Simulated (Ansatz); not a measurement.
# C2H4BrCl: rigid scan of one bond length from a Python script

How does the energy of C2H4BrCl change as one bond is stretched? The task is a rigid scan of one bond length, for C2H4BrCl.

All numbers are computed with Ansatz 0.2.0, driven from Python. Level of theory: PBE/def2-SVP.

### Step 1. Starting point

Bond lengths: C1–C2 1.482 Å, C2–Cl3 1.752 Å, C2–Br4 1.882 Å, C1–H5 1.128 Å, C1–H6 1.162 Å, C1–H7 1.088 Å, C2–H8 1.075 Å. Angles: C1–C2–Cl3 109.2°, C1–C2–Br4 111.5°, C1–C2–H8 110.1°, Cl3–C2–Br4 107.4°, Cl3–C2–H8 108.1°, Br4–C2–H8 110.3°, C2–C1–H5 112.7°, C2–C1–H6 110.5°, C2–C1–H7 115.5°, H5–C1–H6 102.4°, H5–C1–H7 108.8°, H6–C1–H7 105.9°.

The script holds or builds the structure itself.

### Step 2. The script

run_scan.py reads:

```python
# -*- coding: utf-8 -*-
"""Potential curve of C2H4BrCl along one bond."""

import ansatz as az
import numpy as np

params = {
    "basis_set": "def2-SVP",
    "xc": "pbe",
}


def main():
    system = (
        az.Crystal.molecule()
        .atom("C", [0.1917, 0.7586, 0.0414])
        .atom("C", [-0.1147, -0.6891, 0.1313])
        .atom("Cl", [1.2506, -1.6067, -0.4711])
        .atom("Br", [-1.6071, -1.1464, -0.921])
        .atom("H", [0.3284, 1.1098, -1.0223])
        .atom("H", [-0.7164, 1.3904, 0.397])
        .atom("H", [1.0399, 1.0956, 0.6328])
        .atom("H", [-0.2804, -0.9692, 1.156])
    )

    symbols = [site.symbol for site in system.cartesian_sites]
    start = np.array([site.position_ang for site in system.cartesian_sites])
    axis = (start[5] - start[0]) / np.linalg.norm(start[5] - start[0])
    moving = [5]
    lengths, energies = [1.023, 1.069, 1.116, 1.162, 1.208, 1.255, 1.301, 1.371], []
    for length in lengths:
        xyz = start.copy()
        xyz[moving] += (length - np.linalg.norm(start[5] - start[0])) * axis
        point = az.Crystal.molecule()
        for symbol, xyz in zip(symbols, xyz):
            point = point.atom(symbol, xyz.tolist())
        setup = (
            point.calculation()
            .basis(gaussian=params["basis_set"])
            .functional(params["xc"])
        )
        data = setup.run(threads=1, backend="cpu").report
        energies.append(data["free_energy_ev"])
        print(f"r = {length:6.3f} A  E = {energies[-1]:.5f} eV  <S^2> = {abs(data['mean_field']['state']['spin_squared']):.3f}")

    # quartic fit about the minimum
    fit = np.polynomial.Polynomial.fit(lengths, np.array(energies) - min(energies), 4).convert()
    roots = [r.real for r in fit.deriv().roots() if abs(r.imag) < 1e-9 and fit.deriv(2)(r.real) > 0]
    r_e = min(roots, key=lambda r: abs(r - lengths[int(np.argmin(energies))]))
    print(f"minimum of the fit at {r_e:.4f} A, force constant {fit.deriv(2)(r_e):.2f} eV/A^2")


if __name__ == "__main__":
    main()
```

### Step 3. The input behind the calls

The package turns the script's settings into the engine's input (first run):

```yaml
crystal:
  periodic: [false, false, false]
  atoms:
    - { symbol: C, position_ang: [0.1917, 0.7586, 0.0414] }
    - { symbol: C, position_ang: [-0.1147, -0.6891, 0.1313] }
    - { symbol: Cl, position_ang: [1.2506, -1.6067, -0.4711] }
    - { symbol: Br, position_ang: [-1.6071, -1.1464, -0.921] }
    - { symbol: H, position_ang: [0.3284, 1.1098, -1.0223] }
    - { symbol: H, position_ang: [-0.6077646916581645, 1.3148182493003286, 0.35445984401898833] }
    - { symbol: H, position_ang: [1.0399, 1.0956, 0.6328] }
    - { symbol: H, position_ang: [-0.2804, -0.9692, 1.156] }
basis:
  gaussian:
    orbitals: def2-SVP
hamiltonian:
  xc: pbe
```

### Step 4. Launch

On the command line:

```sh
$ python run_scan.py
```

Q: Predict the main results. Wanted: range of energy; lowest point, distance.

As calculated:

| quantity | value |
| --- | --- |
| bond length at the fit's minimum | 1.1132 Å |
| runs compared | 8 |
| range of energy | 0.648 eV |
| lowest point, distance (Å) | 1.12 |

What this shows: The lowest point, at 1.12, lies inside the range. The ends stand 0.15 and 0.648 eV above it. The distance scanned is the script's pair 0, 5. The rest of the molecule is held rigid at a force-field or estimated start geometry, and the basis set is modest; single-reference methods fail as a bond breaks. The orbitals are restricted, so S² is zero by construction.
